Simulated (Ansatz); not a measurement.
MnSe, space group F-43m, a test of the smearing width

Program: Ansatz 0.2.0 through its Python package.

The script reads `mnse.xyz`:
```text
2
Lattice="0.0 2.91 2.91 2.91 0.0 2.91 2.91 2.91 0.0" Properties=species:S:1:pos:R:3:initial_magmoms:R:1 pbc="T T T"
Mn    0.00000000    0.00000000    0.00000000  4.00
Se    1.45500000    1.45500000    1.45500000  0.00
```

Script `mnse_smear.py`:
```python
'''Smearing width test for MnSe.'''

import warnings

import ansatz as az
import matplotlib.pyplot as plt


def main() -> None:
    warnings.simplefilter('ignore', az.DeckWarning)

    mnse = az.Crystal.from_extxyz('mnse.xyz')

    calculation = (
        mnse.calculation()
        .functional('pbesol', dispersion='d4')
        .pseudopotentials('paw')
        .basis(31 * az.Ry, density_ratio=8)
        .kpoints(9, center='gamma')
        .spin('collinear')  # spin-polarised run
        .initial_density(normalization='cell')
        .scf(max_iterations=60)
    )

    rows = []
    for value in [0.3, 0.2, 0.1, 0.05]:
        rep = calculation.occupations('fermi_dirac', width=value).run().report
        rows.append((value, rep['free_energy_ev'] / len(rep['lattice']['sites']), rep['n_iterations'], rep['magnetization_mub'], rep['n_kpoints']))

    print('  width (eV)   F/atom (eV)    iterations  moment (muB)      k-points')
    for row in rows:
        print(f'{str(row[0]):>12s}  {row[1]:12.5f}  {row[2]:12d}  {row[3]:12.3f}  {row[4]:12d}')

    # the last row is the reference
    for row in rows[:-1]:
        shift = 1000 * (row[1] - rows[-1][1])
        print(f'{row[0]}: {shift:+.2f} meV/atom' + ('  (within 2 meV)' if abs(shift) < 2 else ''))
    plt.figure(figsize=(4.5, 3))
    plt.plot([str(row[0]) for row in rows], [1000 * (row[1] - rows[-1][1]) for row in rows], 'o-')
    plt.xlabel('width (eV)')
    plt.ylabel('F - F(last) (meV/atom)')
    plt.tight_layout()
    plt.savefig('smear.png', dpi=100)


if __name__ == '__main__':
    main()
```

```console
$ python mnse_smear.py
  width (eV)   F/atom (eV)    iterations  moment (muB)      k-points
         0.3   -4646.91036            11         4.511            35
         0.2   -4646.86346            11         4.711            35
         0.1   -4646.84014            11         4.844            35
        0.05   -4646.83466            11         4.886            35
0.3: -75.70 meV/atom
0.2: -28.80 meV/atom
0.1: -5.48 meV/atom
```

Going from 0.05 to 0.3 eV changes F by -75.7 meV an atom. The report's estimate for zero width moves by +13.8 meV, so the entropy term explains only part of the change.

Caveats:
- Other magnetic orders than the one started from may lie lower.
- Dispersion corrections can be off by several per cent in the lattices of metals, and by several GPa in the pressure at a fixed cell.
- For a metal this k-point mesh is coarse: on a finer one energies can move by several to tens of meV an atom and pressures by half a GPa or more, differences at one mesh by less.
- The overall sign of a collinear moment is arbitrary, and semilocal functionals can give small moments to compounds that are paramagnetic.
- The smearing is wide enough that free energy and stress hold a thermal part of the electrons.
- With one magnetic atom the cell can hold only ferromagnetic order.
- The narrowest width needs the finest mesh, so the last row is no converged reference.
- Without a Hubbard U or exact exchange, semilocal functionals often make such 3d compounds metallic or too weakly gapped.
- The starting cell is as deposited in a crystallographic database; the results hold for this polymorph, which needn't be the stable one.
- The whole script took 30 s on 1 thread of Intel(R) Xeon(R) Processor @ 2.30GHz (shared host), peak memory 0.64 GiB.
